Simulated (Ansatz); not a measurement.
ClGeH3, SMILES [Cl][GeH3], an active-space calculation

With the Python package of Ansatz (0.2.0).

Notebook, run cell by cell (the value of a cell's last expression is shown):

```python
import ansatz as az
```

```python
mol = (
    az.Crystal.molecule()
    .atom('Cl', [-1.8986, -0.0114, 0.6473])
    .atom('Ge', [0.1055, -0.0114, -0.0428])
    .atom('H', [0.1742, 0.6591, -1.4521])
    .atom('H', [0.6664, -1.4678, -0.1393])
    .atom('H', [1.0023, 0.7579, 0.9455])
)
```

```python
calculation = mol.calculation()
calculation = calculation.basis(gaussian='def2-SVP')
calculation = calculation.correlation(active_electrons=6, active_orbitals=6)
for method in ['sc_nevpt2']:
    summary = (calculation if method is None else calculation.correlation(method)).run().report
    space = summary['configurations']
    state = space['states'][0]
    print(method or 'casscf', f'total {summary["free_energy_ev"] / 27.211386246:.6f} Ha, active-space state {state["energy"]["hartree"]:.6f} Ha, mean field {summary["reference_energy_ev"] / 27.211386246:.6f} Ha')
    print('  determinants', state['n_determinants'], ' natural occupations', [round(n, 3) for n in space['natural_occupations']])
print('effectively unpaired electrons, sum of min(n, 2 - n):', round(sum(min(n, 2 - n) for n in space['natural_occupations']), 3))
```

    sc_nevpt2 total -2536.604024 Ha, active-space state -2536.279498 Ha, mean field -2536.235489 Ha
      determinants 400  natural occupations [1.984, 1.974, 1.973, 0.031, 0.019, 0.018]
    effectively unpaired electrons, sum of min(n, 2 - n): 0.137

Reading the output:
- Total energies depend on the basis set; only differences at equal settings carry meaning.
- The geometry is a force-field or estimated start, not a minimum of this method, and the basis set is short of its limit. The active space starts as a window about the frontier orbitals and is then optimised, not chosen by chemistry.
- Wall time of the script: 4.6 s on 1 thread of Arm Neoverse V1, on a shared host, peak memory 0.21 GiB.

(Lines on the test bed's own set-up are left out of the output.)
